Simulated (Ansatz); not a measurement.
# BaMn2Bi2: the cost of one run

Computed with Ansatz 0.2.0 (DFT PBE, scalar-relativistic, plane waves, PAW, unless a step's input says otherwise).

**1. The system as given**

The structure is tetragonal, space group I4/mmm (No. 139). Conventional cell: a = 4.607 Å, b = 4.607 Å, c = 13.769 Å, α = 90.00°, β = 90.00°, γ = 90.00°. Ba (site symmetry 4/mmm) is surrounded by 8 Bi at 3.73 Å and 8 Mn at 4.14 Å. Around Mn (site symmetry -4m2) lie 4 Bi at 2.82 Å. Bi (site symmetry 4mm) has 4 Mn at 2.82 Å as nearest neighbours.

As a file:

```cif
data_structure
_symmetry_space_group_name_H-M 'I4/mmm'
_symmetry_Int_Tables_number 139
_cell_length_a 4.6071
_cell_length_b 4.6071
_cell_length_c 13.7688
_cell_angle_alpha 90.000
_cell_angle_beta 90.000
_cell_angle_gamma 90.000
_cell_volume 292.25
loop_
_atom_site_label
_atom_site_type_symbol
_atom_site_symmetry_multiplicity
_atom_site_Wyckoff_symbol
_atom_site_fract_x
_atom_site_fract_y
_atom_site_fract_z
_atom_site_occupancy
Ba1 Ba 2 a 0.00000 0.00000 0.00000 1
Mn1 Mn 4 d 0.50000 0.00000 0.25000 1
Bi1 Bi 4 e 0.00000 0.00000 0.36873 1
```

This cell comes from an earlier session at PBE: 29.225 Å³/atom at 0.00 GPa, on a 12×12×12 mesh.

**2. Antiferromagnetic, in the cell as typed**

Input file input.yaml:

```yaml
crystal:
  lattice:
    - [-2.3035696096, 2.3035696096, 6.8843764681]
    - [2.3035696096, -2.3035696096, 6.8843764681]
    - [2.3035696096, 2.3035696096, -6.8843764681]
  atoms:
    - { symbol: Ba, position: [0.0, 0.0, 0.0] }
    - { symbol: Mn, position: [0.25, 0.75, 0.5], spin: 3.5 }
    - { symbol: Mn, position: [0.75, 0.25, 0.5], spin: -3.5 }
    - { symbol: Bi, position: [0.3687315215, 0.3687315215, 0.0] }
    - { symbol: Bi, position: [0.6312684785, 0.6312684785, 0.0] }
basis:
  ecutwfc: 420
  ecutrho_ratio: 4
kpoints:
  mp_grid: { grid: [12, 12, 12] }
hamiltonian:
  xc: pbe
scf:
  occupations: { method: gaussian, width: 0.05 }
  lower_state_search: "off"
output:
  forces: true
  stress: true
  eigenvalues: true
  populations: true
magnetization:
  spin_polarized: true
```

Started as:

```bash
$ ansatz run input.yaml --threads 4 --pin off --max-ram 10240MiB --backend cpu --events-out ev --progress --plain --runs-dir out
```

Q: Estimate wall time and peak memory on 4 threads of Intel Xeon Platinum 8488C (Sapphire Rapids), shared host.

About 71 s, with a peak of 1.7 GiB.
